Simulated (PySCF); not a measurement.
# C3H5B: the cost of one run

The runs use PySCF 2.14.0, with density-fitted response routines of our own; the level of theory stands in each step. All values are computed, except where a source is named. Atoms are numbered from 0 throughout.

**1. The molecule as given**

9 atoms, charge 0, multiplicity 1; geometry from: PBE0-D3(BJ)/def2-SVP.

Bonds of the start (Å): B0–C1 1.51, C1–C2 1.31, C2–C3 1.47, C3–C1 1.55, B0–H4 1.21, B0–H5 1.21, C2–H6 1.09, C3–H7 1.10, C3–H8 1.10.

**2. Nuclear shieldings: HF/pcSseg-2**

The job: settings as JSON, then the geometry in Å.

```
{"job": {"kind": "nmr", "xc": "HF", "basis": "pcSseg-2", "pop": false}, "charge": 0, "multiplicity": 1}
B      1.620299     0.334862    -0.250784
C      0.125452     0.297196    -0.054084
C     -1.086421     0.676856     0.263239
C     -0.997180    -0.769353     0.034175
H      2.126931     0.992867    -1.129078
H      2.317120    -0.348581     0.463023
H     -1.687931     1.475314     0.693519
H     -1.325096    -1.201649    -0.921886
H     -1.034874    -1.477123     0.878346
```

Method: GIAO HF/pcSseg-2 NMR shielding, non-relativistic, gas phase.

Command:

```sh
$ OMP_NUM_THREADS=1 python probes_run.py task.json out
```

This one command runs all jobs of the session in turn.

**Question.** How long does this first job take on 1 thread of Arm Neoverse V2, shared host, and how much memory does it need?

About 6.5 s, with a peak of 0.89 GiB.
